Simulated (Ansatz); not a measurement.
# Ga2H6O2: small, medium and large basis sets

How large a basis does Ga2H6O2 need? Two functionals are run in growing sets.

Program: Ansatz 0.2.0, Gaussian basis. Level of theory: one geometry, several basis sets. These are calculated values, not measurements.

The runs, in order: PBE0-D4/def2-SVP; ωB97M-V/def2-SVP; PBE0-D4/def2-QZVPP; ωB97M-V/def2-QZVPP; the functionals' def2-TZVPP values are taken from earlier runs.

## (1) The geometry

The geometry comes from an earlier relaxation with PBE0-D4 in a triple-zeta def2 set; it is a stationary point, not always the lowest conformer.

10 atoms, charge 0, spin multiplicity 1.

Atoms are counted from 1 here; the program's logs count them from 0.

Bond lengths: O1–Ga2 1.962 Å, O1–Ga4 1.962 Å, O1–H5 0.959 Å, Ga2–O3 1.962 Å, Ga2–H6 1.564 Å, Ga2–H7 1.563 Å, O3–Ga4 1.962 Å, O3–H8 0.959 Å, Ga4–H9 1.563 Å, Ga4–H10 1.564 Å. Angles: Ga2–O1–Ga4 97.8°, Ga2–O1–H5 115.0°, Ga4–O1–H5 115.0°, O1–Ga2–O3 82.2°, O1–Ga2–H6 110.5°, O1–Ga2–H7 107.5°, O3–Ga2–H6 107.5°, O3–Ga2–H7 110.6°, H6–Ga2–H7 128.7°, Ga2–O3–Ga4 97.8°, Ga2–O3–H8 115.0°, Ga4–O3–H8 115.0°, O1–Ga4–O3 82.2°, O1–Ga4–H9 107.5°, O1–Ga4–H10 110.5°, O3–Ga4–H9 110.6°, O3–Ga4–H10 107.5°, H9–Ga4–H10 128.7°.

## (2) PBE0-D4 in def2-SVP

The input, in.yaml:

```yaml
crystal:
  periodic: [false, false, false]
  atoms:
    - {symbol: O, position_ang: [-0.226681, 0.940442, -0.853050]}
    - {symbol: Ga, position_ang: [-1.156128, 0.451149, 0.804113]}
    - {symbol: O, position_ang: [0.228356, -0.938391, 0.854272]}
    - {symbol: Ga, position_ang: [1.155407, -0.451328, -0.805076]}
    - {symbol: H, position_ang: [0.105096, 1.840174, -0.881059]}
    - {symbol: H, position_ang: [-2.515803, -0.250982, 0.483333]}
    - {symbol: H, position_ang: [-0.854921, 1.564540, 1.859626]}
    - {symbol: H, position_ang: [-0.101809, -1.838711, 0.884969]}
    - {symbol: H, position_ang: [2.517406, 0.247886, -0.487999]}
    - {symbol: H, position_ang: [0.849087, -1.564778, -1.859119]}
basis:
  gaussian: {orbitals: def2-SVP}
hamiltonian: {xc: pbe0, dispersion: d4}
output: {orbitals: {seedname: orbitals}}
```

Run with:

```
$ ansatz run in.yaml --threads 4 --pin off --events-out ev --progress --plain --max-ram 10444MiB
```

After this run come: ωB97M-V in def2-SVP; PBE0-D4 in def2-QZVPP; ωB97M-V in def2-QZVPP.

Before running them: what should the planned runs give, taken together? Wanted: PBE0-D4: double and triple zeta above quadruple; ωB97M-V: double and triple zeta above quadruple.

As calculated:

| quantity | value |
| --- | --- |
| PBE0-D4: double and triple zeta above quadruple | 21.14, 2.62 eV |
| ωB97M-V: double and triple zeta above quadruple | 21.14, 2.53 eV |

What this shows: PBE0-D4 gains 18.53 eV from double to triple zeta, then 2.62 eV more. Total energies overstate the basis error of differences, where much of it tends to cancel. The LUMO of ωB97M-V is positive and keeps falling with the basis (1.31 to 0.55 eV): an unbound level that the basis holds in place.
